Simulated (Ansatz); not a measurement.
# Al3Ge2Ru: the cost of one run

Computed with Ansatz 0.2.0 (DFT PBE, scalar-relativistic, plane waves, PAW, unless a step's input says otherwise).

## (1) The structure to begin with

It takes space group P-6m2 (No. 187, hexagonal). Conventional cell: a = 3.888 Å, b = 3.888 Å, c = 8.166 Å, α = 90.00°, β = 90.00°, γ = 120.00°. Around Al (site symmetry -6m2) lie 3 Al at 2.24 Å. Around Al (site symmetry -6m2) lie 3 Ru at 2.24 Å. Around Ge (site symmetry 3m) lie 9 Al at 3.02 to 3.05 Å and 3 Ru at 3.02 Å. Ru (site symmetry -6m2) is surrounded by 3 Al at 2.24 Å.

Structure file:

```
Al Ge Ru
1.0
     3.88793    0.00000    0.00000
    -1.94397    3.36705    0.00000
     0.00000    0.00000    8.16627
Al Ge Ru
3 2 1
Cartesian
  0.0000 0.0000 4.0831
  0.0000 2.2447 0.0000
  0.0000 2.2447 4.0831
  1.9440 1.1223 2.0241
  1.9440 1.1223 6.1421
  0.0000 0.0000 0.0000
```

The cell is invented: species swapped into a database cell of Eu2Si3Au (P-6m2, No. 187), with Ge on the Eu sites, Al on the Si sites and Ru on the Au sites. The dimensions are guesses.

## (2) A first look at the guess

Contents of input.yaml:

```yaml
crystal:
  lattice:
    - [3.88793429, 0.0, 0.0]
    - [-1.94396714, 3.36704986, 0.0]
    - [0.0, 0.0, 8.16626549]
  atoms:
    - { symbol: Al, position: [0.0, 0.0, 0.5] }
    - { symbol: Al, position: [0.33333333, 0.66666667, 0.0] }
    - { symbol: Al, position: [0.33333333, 0.66666667, 0.5] }
    - { symbol: Ge, position: [0.66666667, 0.33333333, 0.247867] }
    - { symbol: Ge, position: [0.66666667, 0.33333333, 0.752133] }
    - { symbol: Ru, position: [0.0, 0.0, 0.0] }
basis:
  ecutwfc: 420
kpoints:
  mp_grid: { grid: [6, 6, 2] }
hamiltonian:
  xc: pbe
scf:
  occupations: { method: gaussian, width: 0.1 }
  lower_state_search: "off"
output:
  forces: true
  stress: true
  eigenvalues: true
```

On the command line:

```
$ ansatz run input.yaml --threads 1 --pin off --max-ram 2560MiB --backend cpu --events-out ev --progress --plain --runs-dir out
```

**Question.** How long does this run take on 1 thread of Arm Neoverse V2, shared host, and how much memory does it need?

About 3.5 s, with a peak of 0.33 GiB.
